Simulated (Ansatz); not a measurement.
# BrFHInS: basis-set convergence

An exercise on one series of results from a longer session: the logs are not shown, and one member is left open.

Program: Ansatz 0.2.0, Gaussian basis. Level of theory: one geometry, several basis sets. These are calculated values, not measurements.

The runs, in order: PBE0-D4/def2-SVP; ωB97M-V/def2-SVP; PBE0-D4/def2-QZVPP; ωB97M-V/def2-QZVPP; the functionals' def2-TZVPP values are taken from earlier runs.

## The geometry

The geometry comes from an earlier relaxation with PBE0-D4 in a triple-zeta def2 set; it is a stationary point. In takes the def2 core potential; no spin-orbit term is included.

SMILES `[F][In]([SH])[Br]`, 5 atoms, charge 0, spin multiplicity 1.

Atoms are counted from 1 here; the program's logs count them from 0.

Bond lengths: F1–In2 1.935 Å, In2–S3 2.351 Å, In2–Br4 2.439 Å, S3–H5 1.345 Å. Angles: F1–In2–S3 118.0°, F1–In2–Br4 115.3°, S3–In2–Br4 126.7°, In2–S3–H5 92.1°.

Geometry (Å):

```mol
BrFHInS
  3D, bonds by distance, orders not assigned

  5  4  0  0  0  0  0  0  0  0999 V2000
   -1.1387   -1.0531    1.8968 F   0  0
   -0.3283   -0.3831    0.2721 In  0  0
    1.1061    1.4722    0.4391 S   0  0
   -0.9292   -1.5832   -1.7641 Br  0  0
    1.3400    1.4736   -0.8853 H   0  0
  1  2  8  0
  2  3  8  0
  2  4  8  0
  3  5  8  0
M  END
```

Set-up of the first run:

The input, in.yaml:

```yaml
crystal:
  periodic: [false, false, false]
  atoms:
    - {symbol: F, position_ang: [-1.138664, -1.053134, 1.896820]}
    - {symbol: In, position_ang: [-0.328281, -0.383136, 0.272071]}
    - {symbol: S, position_ang: [1.106092, 1.472228, 0.439117]}
    - {symbol: Br, position_ang: [-0.929249, -1.583198, -1.764091]}
    - {symbol: H, position_ang: [1.340003, 1.473640, -0.885318]}
basis:
  gaussian: {orbitals: def2-SVP}
hamiltonian: {xc: pbe0, dispersion: d4}
output: {orbitals: {seedname: orbitals}}
```

Steps of the session up to this table: PBE0-D4 in def2-SVP; ωB97M-V in def2-SVP; PBE0-D4 in def2-QZVPP; ωB97M-V in def2-QZVPP.

One table of the session follows, with a row left open; its other results are not shown here.

It belongs to the step «Functionals by basis». 

| functional | basis | HOMO (eV) | LUMO (eV) |
| --- | --- | --- | --- |
| PBE0-D4 | def2-SVP | -8.22 | -2.44 |
| PBE0-D4 | def2-TZVPP | -8.34 | -2.59 |
| PBE0-D4 | def2-QZVPP | ? | ? |
| ωB97M-V | def2-SVP | -10.36 | -0.44 |
| ωB97M-V | def2-TZVPP | -10.53 | -0.67 |
| ωB97M-V | def2-QZVPP | -10.55 | -0.78 |

Estimate the missing values for PBE0-D4, def2-QZVPP.

**Answer.** HOMO (eV): -8.35; LUMO (eV): -2.62. In the column «HOMO (eV)» it lies between ωB97M-V, def2-SVP (-10.36) and PBE0-D4, def2-TZVPP (-8.34).
